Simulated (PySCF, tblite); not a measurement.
# C₇H₁₄O: geometry, infrared bands and NMR shifts

Aim: predict the infrared bands and NMR shifts of C₇H₁₄O (`C[C@@H]1CCCO[C@H]1C`).

Programs: tblite 0.8.0 and PySCF 2.14.0, with density-fitted response routines of our own. Each step states its level of theory. These are calculated values for one molecule in the gas phase, unless marked as measured. Atoms are numbered from 0 throughout.

## 1. The starting structure

22 atoms, charge 0, multiplicity 1; geometry from: force field or distance geometry start.

Bonds of the start (Å): C0–C1 1.51, C1–C2 1.52, C2–C3 1.54, C3–C4 1.50, C4–O5 1.39, O5–C6 1.39, C6–C7 1.49, C6–C1 1.52, C0–H8 1.12, C0–H9 1.11, C0–H10 1.11, C1–H11 1.11, C2–H12 1.08, C2–H13 1.11, C3–H14 1.09, C3–H15 1.12, C4–H16 1.11, C4–H17 1.12, C6–H18 1.13, C7–H19 1.10, C7–H20 1.12, C7–H21 1.09.

## 2. Relaxing the molecule with GFN2-xTB

Job settings and geometry (Å):

```
{"job": {"kind": "relax", "xc": "GFN2-xTB", "basis": "xTB"}, "charge": 0, "multiplicity": 1}
C      1.888500    -0.961600     0.291600
C      0.759700    -0.125400    -0.253500
C      0.728500     1.280400     0.330300
C     -0.377800     1.980200    -0.482900
C     -1.639300     1.171500    -0.569300
O     -1.452600    -0.163500    -0.905200
C     -0.616700    -0.677900     0.083700
C     -0.654000    -2.157900     0.229300
H      2.058100    -1.850400    -0.364500
H      1.706600    -1.311100     1.331400
H      2.819600    -0.364100     0.204900
H      0.866200     0.009200    -1.347500
H      1.678400     1.798600     0.285500
H      0.355300     1.247600     1.372400
H      0.032400     2.310600    -1.442000
H     -0.623400     2.908000     0.100900
H     -2.110000     1.181300     0.439800
H     -2.380200     1.663400    -1.245700
H     -0.974500    -0.237900     1.058100
H     -1.572800    -2.556200    -0.229000
H     -0.702000    -2.438200     1.312300
H      0.199500    -2.687000    -0.201500
```

On the command line:

```
$ OMP_NUM_THREADS=1 python probes_run.py task.json out
```

One launch serves the whole session: the jobs run in the order shown.

**Question.** This job is followed by: GFN2-xTB harmonic vibrations, gas phase; GIAO PBE0/pcSseg-1 NMR shielding, non-relativistic, gas phase. Predict these results of the whole session: strongest single infrared mode (GFN2-xTB); zero-point energy (GFN2-xTB); ¹³C shifts against TMS (PBE0/pcSseg-1); ¹H shifts against TMS (PBE0/pcSseg-1, means over atoms taken as alike); ¹⁷O shifts against H2O (PBE0/pcSseg-1); surface potential, 1st and 99th percentile.

The runs gave:

| quantity | value |
| --- | --- |
| strongest single infrared mode (GFN2-xTB) | 2986 cm⁻¹, 77 km/mol |
| zero-point energy (GFN2-xTB) | 124.6 kcal/mol |
| ¹³C shifts against TMS (PBE0/pcSseg-1) | 83.9, 72.2, 41.5, 36.7, 31.3, 22.6, 20.2 ppm |
| ¹H shifts against TMS (PBE0/pcSseg-1, means over atoms taken as alike) | 4.16, 3.48, 2.88, 1.71, 1.67, 1.35, 1.22, 1.03, 1.01, 0.82 ppm |
| ¹⁷O shifts against H2O (PBE0/pcSseg-1) | 78.5 ppm |
| surface potential, 1st and 99th percentile | -1.56 V and 0.58 V |

Over 96 steps the energy fell by 0.868 eV; of the close pairs, C6–C7 changed most, 1.488 to 1.524 Å. All 60 modes are real, so the xTB geometry is a minimum. The strongest single mode, at 2986 cm⁻¹, moves mainly H14 and H15. GFN2-xTB is a fitted tight-binding method: band positions and strengths are rough. Its intensities can rank the bands wrongly. C6 (sp3 CH bonded to O) lies farthest downfield among carbon, at 83.9 ppm; deshielded by the electronegative neighbour.
